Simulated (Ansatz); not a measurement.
# ClMo: the cost of one run

Method: def2-QZVPP, core rule «outside noble gas», up to 9 orbitals frozen; program: Ansatz 0.2.0, Gaussian basis.

The runs, in order: UHF; ROHF; CCSD(T) on UHF.

**1. What is computed**

The geometry is a PBE0/def2-TZVP stationary point (not a proven minimum) of the parent state, kept for this charge and spin. No spin-orbit coupling is included. Elements past krypton take def2 core potentials.

2 atoms, charge 0, spin multiplicity 8.

Atoms are counted from 1 here; the program's logs count them from 0.

Bond lengths: Mo1–Cl2 2.281 Å.

Coordinates:

```xyz
2

Mo    0.00000    0.00000    0.00000
Cl    0.00000    0.00000    2.28060
```

**2. UHF**

in.yaml

```yaml
crystal:
  periodic: [false, false, false]
  atoms:
    - {symbol: Mo, position_ang: [0.000000, 0.000000, 0.000000]}
    - {symbol: Cl, position_ang: [0.000000, 0.000000, 2.280600]}
basis:
  gaussian: {orbitals: "def2-QZVPP.json"}
magnetization: {spin_polarized: true, initial_magnetization: 7}
hamiltonian: {xc: hf}
output: {orbitals: {seedname: orbitals}}
```

On the command line:

```console
$ ansatz run in.yaml --threads 1 --pin off --events-out ev --progress --plain --max-ram 4096MiB --backend cpu
```

What time and memory should one allow on 1 thread of AMD EPYC 7R13, shared host?

About 11 s, with a peak of 0.39 GiB.
